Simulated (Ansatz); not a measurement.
# Ti3Nb: tests of the settings

An exercise on one series of results from a longer session: the logs are not shown, and one member is left open.

Method: DFT PBEsol, scalar-relativistic, plane waves, PAW, in Ansatz 0.2.0.

## The structure to begin with

The structure is cubic, space group Pm-3m (No. 221). Conventional cell: a = 4.133 Å, b = 4.133 Å, c = 4.133 Å, α = 90.00°, β = 90.00°, γ = 90.00°. Ti (site symmetry 4/mmm) has 8 Ti at 2.92 Å and 4 Nb at 2.92 Å as nearest neighbours. Around Nb (site symmetry m-3m) lie 12 Ti at 2.92 Å.

Coordinates:

```xyz
4
Lattice="4.1334 0.0000 0.0000 0.0000 4.1334 0.0000 0.0000 0.0000 4.1334" Properties=species:S:1:pos:R:3 pbc="T T T"
Ti    0.0000    2.0667    2.0667
Ti    2.0667    0.0000    2.0667
Ti    2.0667    2.0667    0.0000
Nb    0.0000    0.0000    0.0000
```

The structure comes from the Materials Project (structure only); it is used as listed.

The first run:

The input, input.yaml:

```yaml
crystal:
  lattice:
    - [4.133433, 0.0, 0.0]
    - [0.0, 4.133433, 0.0]
    - [0.0, 0.0, 4.133433]
  atoms:
    - { symbol: Ti, position: [0.0, 0.5, 0.5] }
    - { symbol: Ti, position: [0.5, 0.0, 0.5] }
    - { symbol: Ti, position: [0.5, 0.5, 0.0] }
    - { symbol: Nb, position: [0.0, 0.0, 0.0] }
basis:
  ecutwfc: 420
kpoints:
  mp_grid: { grid: [4, 4, 4] }
hamiltonian:
  xc: pbesol
scf:
  occupations: { method: gaussian, width: 0.1 }
output:
  forces: true
  stress: true
  eigenvalues: true
```

Among the steps run: A first look at the start; The base run; Plane-wave cutoff set to 250 eV; Plane-wave cutoff: 300 eV; Plane-wave cutoff set to 350 eV; Plane-wave cutoff: 500 eV.

One table of the session follows, with a row left open; its other results are not shown here.

```
cutoff (eV)  ΔE (meV/atom)  pressure (GPa)
        250            847           -6.91
        300            114           -5.38
        350           8.52           -5.00
        420              ?               ?
        500           0.00           -5.04
```

Q: Estimate the row for cutoff (eV) = 420 from the others.

Worked estimate for «ΔE (meV/atom)». A straight line through the neighbours (350, 8.52) and (500, 0.00) gives 8.52 + (0.00 − 8.52) × (420 − 350) / (500 − 350) = 4.54; a parabola fitted to 3 rows on both sides gives -52.93.

As computed: ΔE (meV/atom): 0.47; pressure (GPa): -5.04. In «ΔE (meV/atom)» the line misses by +4.07 and the parabola by -53.40. Between these rows the values bend or scatter more than so simple an estimate can follow.

Caveats from the session: Warnings in the runs' records: cutoff below recommended.
